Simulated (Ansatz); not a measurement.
**C₂H₆AlFS: small, medium and large basis sets**

Aim: see how fast density functionals converge with the basis set for C₂H₆AlFS.

The runs use Ansatz 0.2.0, Gaussian basis; one geometry, several basis sets.

The runs, in order: PBE0-D4/def2-SVP; ωB97M-V/def2-SVP; PBE0-D4/def2-QZVPP; ωB97M-V/def2-QZVPP; the functionals' def2-TZVPP values are taken from earlier runs.

## Step 1: The relaxed structure

The geometry comes from an earlier relaxation with PBE0-D4 in a triple-zeta def2 set; it is a stationary point, not always the lowest conformer.

SMILES `[CH3][AlH][CH](F)S`, 11 atoms, charge 0, spin multiplicity 1.

Atoms are counted from 1 here; the program's logs count them from 0.

Bond lengths: C1–Al2 1.951 Å, C1–H6 1.093 Å, C1–H7 1.095 Å, C1–H8 1.094 Å, Al2–C3 1.973 Å, Al2–H9 1.585 Å, C3–F4 1.370 Å, C3–S5 1.849 Å, C3–H10 1.095 Å, S5–H11 1.348 Å. Angles: Al2–C1–H6 112.8°, Al2–C1–H7 109.9°, Al2–C1–H8 111.9°, H6–C1–H7 107.1°, H6–C1–H8 108.1°, H7–C1–H8 106.6°, C1–Al2–C3 119.3°, C1–Al2–H9 125.4°, C3–Al2–H9 115.3°, Al2–C3–F4 126.9°, Al2–C3–S5 85.3°, Al2–C3–H10 115.9°, F4–C3–S5 111.8°, F4–C3–H10 109.0°, S5–C3–H10 102.4°, C3–S5–H11 96.2°.

## Step 2: PBE0-D4 in def2-SVP

The input, in.yaml:

```yaml
crystal:
  periodic: [false, false, false]
  atoms:
    - {symbol: C, position_ang: [-1.127309, -0.535185, 1.230293]}
    - {symbol: Al, position_ang: [0.521712, 0.338653, 0.659813]}
    - {symbol: C, position_ang: [1.253268, -0.056827, -1.129540]}
    - {symbol: F, position_ang: [1.104050, -1.218327, -1.841291]}
    - {symbol: S, position_ang: [0.105383, 1.265526, -1.724330]}
    - {symbol: H, position_ang: [-1.568421, -1.158513, 0.447755]}
    - {symbol: H, position_ang: [-0.927029, -1.187059, 2.087354]}
    - {symbol: H, position_ang: [-1.881159, 0.187375, 1.555560]}
    - {symbol: H, position_ang: [1.383601, 1.336625, 1.539839]}
    - {symbol: H, position_ang: [2.236936, 0.370794, -1.349040]}
    - {symbol: H, position_ang: [-1.035633, 0.599939, -1.455813]}
basis:
  gaussian: {orbitals: def2-SVP}
hamiltonian: {xc: pbe0, dispersion: d4}
output: {orbitals: {seedname: orbitals}}
```

The run is started by

```console
$ ansatz run in.yaml --threads 4 --pin off --events-out ev --progress --plain --max-ram 10444MiB
```

Further steps of the session: ωB97M-V in def2-SVP; PBE0-D4 in def2-QZVPP; ωB97M-V in def2-QZVPP.

**Question.** What will the summary of the whole plan be? Wanted: PBE0-D4: double and triple zeta above quadruple; ωB97M-V: double and triple zeta above quadruple.

**Answer**, as computed:

| quantity | value |
| --- | --- |
| PBE0-D4: double and triple zeta above quadruple | 12.71, 0.80 eV |
| ωB97M-V: double and triple zeta above quadruple | 12.85, 0.77 eV |

**Reading.** For PBE0-D4 the step from double to triple zeta gains 11.90 eV and the next only 0.80 eV. These are total energies; as a rule much of such shifts cancels in differences, which this series doesn't test. The LUMO of ωB97M-V is positive and keeps falling with the basis (1.36 to 0.71 eV): an unbound level that the basis holds in place.
